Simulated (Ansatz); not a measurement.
SiF under changes of volume

One of the cells (13.890 Å³/atom); the others are scaled copies at fixed shape and fractional positions:

```
Si F
1.0
     3.02860    0.00000    0.00000
     0.00000    3.02860    0.00000
     0.00000    0.00000    3.02860
Si F
1 1
Direct
  0.50000 0.50000 0.50000
  0.00000 0.00000 0.00000
```

The cell was built by a generator and needn't be a form met in nature.

- Program: Ansatz 0.2.0
- Functional: PBE
- Potentials or basis: Ansatz NC
- Cutoff: 1320 eV (not typed: the program's choice for these potentials)
- k mesh: 9 × 9 × 9
- Occupations: fermi-dirac, width 0.05 eV
- Spin: no spin polarisation

| volume (Å³/atom) | energy over the lowest point (meV/atom) | pressure (GPa) |
| --- | --- | --- |
| 13.056 | 13.46 | 5.4 |
| 13.334 | 5.85 | 3.5 |
| 13.612 | 1.48 | 1.7 |
| 13.890 | 0.00 | 0.2 |
| 14.168 | 1.09 | -1.2 |
| 14.445 | ? | ? |
| 14.723 | 9.90 | -3.6 |

What does the run at 14.445 Å³/atom give?

Energy over the lowest point 4.48 meV/atom; pressure -2.5 GPa.

Worked out: A Birch-Murnaghan fit of order 3 (a polynomial in V^(-2/3)) to the other rows has its minimum at 13.91 Å³/atom with B0 = V·E''(V) = 74 GPa and B' = 4.7. It gives 4.47 meV/atom at 14.445 Å³/atom, against the run's 4.48, and -dE/dV = -2.6 GPa, against -2.5.

Energies are extrapolated to zero smearing.

Caveats: an odd number of electrons without spin polarisation forces a metal; a magnetic or distorted state may lie lower.
